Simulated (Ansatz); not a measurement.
# C₂H₃BrFI: one species, many methods

An exercise on one series of results from a longer session: the logs are not shown, and one member is left open.

The runs use Ansatz 0.2.0, Gaussian basis; functionals in def2-TZVPP, the program's frozen cores in correlated methods.

The runs, in order: LDA (SPW92), PBE-D4, revPBE-D4, BLYP-D4, r2SCAN-D4, B97M-V, PBE0-D4, B3LYP-D4, r2SCANh-D4, r2SCAN0-D4, HSE06-D4, BHLYP-D4, CAM-B3LYP-D4, LC-ωPBE, ωB97X-V, ωB97M-V, B2PLYP, PBE-QIDH; CCSD(T)/def2-SVP; CCSD(T)/def2-TZVPP; MP2/def2-QZVPP; extrapolation to the limit; RPA on PBE.

**The geometry**

An earlier PBE0-D4 in a triple-zeta def2 set relaxation fixed the geometry. I takes the def2 core potential; no spin-orbit term is included.

SMILES `FCC(Br)I`, 8 atoms, charge 0, spin multiplicity 1.

Atoms are counted from 1 here; the program's logs count them from 0.

Bond lengths: F1–C2 1.374 Å, C2–C3 1.509 Å, C2–H6 1.092 Å, C2–H7 1.095 Å, C3–Br4 1.930 Å, C3–I5 2.134 Å, C3–H8 1.086 Å. Angles: F1–C2–C3 109.8°, F1–C2–H6 109.1°, F1–C2–H7 108.3°, C3–C2–H6 110.9°, C3–C2–H7 109.0°, H6–C2–H7 109.7°, C2–C3–Br4 107.9°, C2–C3–I5 111.8°, C2–C3–H8 111.9°, Br4–C3–I5 112.5°, Br4–C3–H8 106.9°, I5–C3–H8 105.8°.

As a file:

```xyz
8
charge 0, multiplicity 1
F    -0.56381    1.23852    1.21001
C     0.33402    0.34948    0.67115
C    -0.31212   -0.40487   -0.46502
Br    0.93358   -1.74958   -1.06807
I    -0.92829    0.90192   -2.03572
H     1.21480    0.89569    0.32576
H     0.62343   -0.36175    1.45147
H    -1.20952   -0.92660   -0.14528
```

The first run:

in.yaml reads:

```yaml
crystal:
  periodic: [false, false, false]
  atoms:
    - {symbol: F, position_ang: [-0.563806, 1.238522, 1.210007]}
    - {symbol: C, position_ang: [0.334016, 0.349483, 0.671151]}
    - {symbol: C, position_ang: [-0.312118, -0.404872, -0.465017]}
    - {symbol: Br, position_ang: [0.933583, -1.749579, -1.068073]}
    - {symbol: I, position_ang: [-0.928292, 0.901915, -2.035715]}
    - {symbol: H, position_ang: [1.214803, 0.895686, 0.325755]}
    - {symbol: H, position_ang: [0.623434, -0.361752, 1.451470]}
    - {symbol: H, position_ang: [-1.209520, -0.926602, -0.145278]}
basis:
  gaussian: {orbitals: def2-TZVPP}
hamiltonian: {xc: lda}
output: {orbitals: {seedname: orbitals}}
```

Started as:

```bash
ansatz run in.yaml --threads 2 --pin off --events-out ev --progress --plain --max-ram 20480MiB --backend cpu
```

Among the steps run: LDA; PBE-D4 (GGA); revPBE-D4 (GGA); BLYP-D4 (GGA); r2SCAN-D4 (meta-GGA); B97M-V (meta-GGA); PBE0-D4 (hybrid); B3LYP-D4 (hybrid); r2SCANh-D4 (hybrid); r2SCAN0-D4 (hybrid); HSE06-D4 (hybrid); BHLYP-D4 (hybrid); CAM-B3LYP-D4 (range-separated); LC-ωPBE (range-separated); ωB97X-V (range-separated); ωB97M-V (range-separated); B2PLYP (double hybrid); PBE-QIDH (double hybrid).

One table of the session follows, with a row left open; its other results are not shown here.

It belongs to the step «Orbital energies across the functionals». 

```
  functional  HOMO (eV)  LUMO (eV)  gap (eV)
 LDA (SPW92)      -6.62      -2.68      3.95
      PBE-D4      -6.44      -2.47      3.98
   revPBE-D4      -6.38      -2.38      4.00
     BLYP-D4      -6.26      -2.36      3.90
   r2SCAN-D4      -6.74      -2.34      4.40
      B97M-V      -6.76      -2.25      4.50
     PBE0-D4      -7.60      -1.58      6.02
    B3LYP-D4          ?          ?         ?
  r2SCANh-D4      -7.16      -2.01      5.15
  r2SCAN0-D4      -7.79      -1.51      6.28
    HSE06-D4      -7.21      -1.96      5.25
    BHLYP-D4      -8.59      -0.62      7.97
CAM-B3LYP-D4      -8.87      -0.50      8.36
     LC-ωPBE     -10.22       0.69     10.91
     ωB97X-V      -9.88       0.56     10.43
     ωB97M-V      -9.75       0.42     10.17
```

Estimate the missing values for B3LYP-D4.

Worked estimate for «HOMO (eV)». Against the share of exact exchange, BLYP-D4 (0, -6.26), BHLYP-D4 (0.5, -8.59) give a slope of -4.66 per unit share; at 0.2 the line stands at -7.19.

**Answer.** HOMO (eV): -7.35; LUMO (eV): -1.82; gap (eV): 5.53. In «HOMO (eV)» the line misses by +0.16.
